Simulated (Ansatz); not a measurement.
**C2H6ClGaO2: up Jacob's ladder to CCSD(T)**

One table from this session's results is given with a row withheld; the runs are named, their logs left out.

Program: Ansatz 0.2.0, Gaussian basis. Level of theory: functionals in def2-TZVPP, the program's frozen cores in correlated methods. These are calculated values, not measurements.

Plan: LDA (SPW92), PBE-D4, revPBE-D4, BLYP-D4, r2SCAN-D4, B97M-V, PBE0-D4, B3LYP-D4, r2SCANh-D4, r2SCAN0-D4, HSE06-D4, BHLYP-D4, CAM-B3LYP-D4, LC-ωPBE, ωB97X-V, ωB97M-V, B2PLYP, PBE-QIDH; CCSD(T)/def2-SVP; MP2/def2-TZVPP; MP2/def2-QZVPP; RPA on PBE.

### Structure used throughout

An earlier PBE0-D4 in a triple-zeta def2 set relaxation fixed the geometry.

12 atoms, charge 0, spin multiplicity 1.

Atoms are counted from 1 here; the program's logs count them from 0.

Bond lengths: C1–O2 1.408 Å, C1–H7 1.096 Å, C1–H8 1.093 Å, C1–H9 1.096 Å, O2–Ga3 1.769 Å, Ga3–Cl4 2.113 Å, Ga3–O5 1.769 Å, O5–C6 1.408 Å, C6–H10 1.096 Å, C6–H11 1.093 Å, C6–H12 1.096 Å. Angles: O2–C1–H7 112.8°, O2–C1–H8 107.9°, O2–C1–H9 112.0°, H7–C1–H8 107.8°, H7–C1–H9 108.2°, H8–C1–H9 107.9°, C1–O2–Ga3 125.2°, O2–Ga3–Cl4 116.8°, O2–Ga3–O5 126.3°, Cl4–Ga3–O5 116.8°, Ga3–O5–C6 125.2°, O5–C6–H10 112.0°, O5–C6–H11 107.9°, O5–C6–H12 112.8°, H10–C6–H11 107.9°, H10–C6–H12 108.2°, H11–C6–H12 107.8°.

Set-up of the first run:

Input file in.yaml:

```yaml
crystal:
  periodic: [false, false, false]
  atoms:
    - {symbol: C, position_ang: [-1.191841, -1.438213, -0.161955]}
    - {symbol: O, position_ang: [-1.542331, -0.430526, 0.757193]}
    - {symbol: Ga, position_ang: [-0.590296, 1.022690, 1.089333]}
    - {symbol: Cl, position_ang: [-1.373167, 2.370525, 2.515540]}
    - {symbol: O, position_ang: [0.953178, 1.457281, 0.342819]}
    - {symbol: C, position_ang: [1.636012, 0.686442, -0.617747]}
    - {symbol: H, position_ang: [-0.171136, -1.809884, -0.016478]}
    - {symbol: H, position_ang: [-1.877174, -2.277836, -0.018616]}
    - {symbol: H, position_ang: [-1.288351, -1.098563, -1.199631]}
    - {symbol: H, position_ang: [2.071484, -0.219993, -0.181657]}
    - {symbol: H, position_ang: [2.453303, 1.292857, -1.017114]}
    - {symbol: H, position_ang: [0.997216, 0.390022, -1.457487]}
basis:
  gaussian: {orbitals: def2-TZVPP}
hamiltonian: {xc: lda}
output: {orbitals: {seedname: orbitals}}
```

Launch:

```
ansatz run in.yaml --threads 4 --pin off --events-out ev --progress --plain --max-ram 11315MiB
```

Steps of the session up to this table: LDA; PBE-D4 (GGA); revPBE-D4 (GGA); BLYP-D4 (GGA); r2SCAN-D4 (meta-GGA); B97M-V (meta-GGA); PBE0-D4 (hybrid); B3LYP-D4 (hybrid); r2SCANh-D4 (hybrid); r2SCAN0-D4 (hybrid); HSE06-D4 (hybrid); BHLYP-D4 (hybrid); CAM-B3LYP-D4 (range-separated); LC-ωPBE (range-separated); ωB97X-V (range-separated); ωB97M-V (range-separated); B2PLYP (double hybrid); PBE-QIDH (double hybrid).

One of the session's tables, all rows but one given; the rest of the session is left out.

It belongs to the step «Orbital energies across the functionals». 

```
  functional  HOMO (eV)  gap (eV)
 LDA (SPW92)      -6.73      4.37
      PBE-D4      -6.57      4.53
   revPBE-D4      -6.51      4.61
     BLYP-D4      -6.48      4.48
   r2SCAN-D4      -6.91      5.17
      B97M-V      -7.01      5.11
     PBE0-D4      -8.15      7.08
    B3LYP-D4      -7.91      6.50
  r2SCANh-D4      -7.50      6.10
  r2SCAN0-D4          ?         ?
    HSE06-D4      -7.74      6.30
    BHLYP-D4      -9.69      9.52
CAM-B3LYP-D4      -9.62      9.52
     LC-ωPBE     -10.97     12.25
     ωB97X-V     -10.64     11.68
     ωB97M-V     -10.56     11.37
```

**Question.** Estimate the row for r2SCAN0-D4.

Worked estimate for «HOMO (eV)». Against the share of exact exchange, r2SCAN-D4 (0, -6.91), r2SCANh-D4 (0.1, -7.50) give a slope of -5.90 per unit share; at 0.25 the line stands at -8.38.

The run gave: HOMO (eV): -8.39; gap (eV): 7.50. In «HOMO (eV)» the line misses by +0.01.
